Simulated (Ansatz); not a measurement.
# Sb (Sb, beta-Sn type): the cost of one run

Method: DFT r2SCAN, plane waves (500 eV) with PAW, scalar-relativistic; the PAW data stem from PBE, with regenerated cores, in Ansatz 0.2.0.

### 1 The system as given

It takes space group I4_1/amd (No. 141, tetragonal). Conventional cell: a = 5.935 Å, b = 5.935 Å, c = 3.241 Å, α = 90.00°, β = 90.00°, γ = 90.00°. Sb (site symmetry -4m2) is surrounded by 6 Sb at 3.08 to 3.24 Å.

Structure file:

```xyz
2
Lattice="-2.9677 2.9677 1.6204 2.9677 -2.9677 1.6204 2.9677 2.9677 -1.6204" Properties=species:S:1:pos:R:3 pbc="T T T"
Sb    0.0000    0.0000    0.0000
Sb    0.0000    2.9677    0.8102
```

### 2 Geometry optimisation

Contents of input.yaml:

```yaml
crystal:
  lattice:
    - [-2.9676986405, 2.9676986405, 1.6203634577]
    - [2.9676986405, -2.9676986405, 1.6203634577]
    - [2.9676986405, 2.9676986405, -1.6203634577]
  atoms:
    - { symbol: Sb, position: [0.0, 0.0, 0.0] }
    - { symbol: Sb, position: [0.75, 0.25, 0.5] }
hamiltonian:
  xc: r2scan
  pseudopotentials:
    kind: paw
    azcp:
      Sb: "pseudopotentials/Sb.paw.azcp"
basis:
  ecutwfc: 500
  fft_grid_basis: typed
kpoints:
  mp_grid: { grid: [11, 11, 8], shift: [0, 0, 0] }
magnetization:
  spin_polarized: false
scf:
  occupations: { method: fermi_dirac, width: 0.1 }
relax:
  max_steps: 60
  f_tol: 0.01
  cell: {}
```

The run is started by

```bash
$ ansatz run input.yaml --threads 1 --pin off --max-ram 3584MiB --backend cpu --events-out ev --progress --plain --runs-dir out
```

Q: Estimate wall time and peak memory on 1 thread of Intel Xeon Platinum 8259CL at 2.50GHz (Skylake/Cascade Lake), shared host.

About 3.4 min, with a peak of 0.98 GiB.
